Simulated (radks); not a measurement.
# A spherical jellium cluster from 1 to 6 electrons

Which level does each new electron take in a jellium sphere with rs = 5.01 bohr, and at which counts is the cluster hardest to charge further? Each count tries a few candidate levels and keeps the lowest. The background charge grows with the count, so each cluster is neutral; its cation and anion are computed too.

Method: non-relativistic spin-polarised Kohn-Sham, LDA (Slater exchange, Perdew-Wang correlation), spherically averaged shells; computed with radks, version 2.

## 1. What is given

| Item | Value |
| --- | --- |
| well | a jellium sphere with rs = 5.01 bohr |
| functional | LDA (Slater exchange, Perdew-Wang correlation) |
| levels | named by radial order: 1s, 1p, 1d, 2s, 1f and so on |
| units | hartree and bohr; summary energies in eV |
| configuration carried in | none |

The runs that follow: Electron number 1; Electron number 2; N = 3; Electron number 4; 5 electrons; N = 6.

**Question.** What will these runs give? Wanted: closed shells at N; largest second difference; most unpaired electrons; ionisation energies; polarisability at N = 2; configuration at N = 6.

As calculated:

| quantity | value |
| --- | --- |
| closed shells at N | 2 |
| largest second difference | 0.753 eV at N = 2 (of N = 2 to 5) |
| most unpaired electrons | 3 at N = 5 |
| ionisation energies | 3.37 to 4.43 eV |
| polarisability at N = 2 | 369.1 bohr³ |
| configuration at N = 6 | 1s2 1p(up 3, down 1) |

In words: All occupied shells are full at N = 2, and the second difference peaks there. Among the lowest states kept at each count, up to 3 electrons are unpaired (N = 5), since exchange favours parallel spins. The polarisability at N = 2 is 1.47 times the classical R³, since electrons spill past the background. The anion gave no bound, converged state at N = 2, 3, 4 and 5; semilocal functionals bind extra electrons too weakly, through self-interaction. The ions keep the filling of the neutral cluster, less or plus one electron, without a search of their own. The model keeps every shell spherical, so real clusters and dots, which can deform, may order levels otherwise.
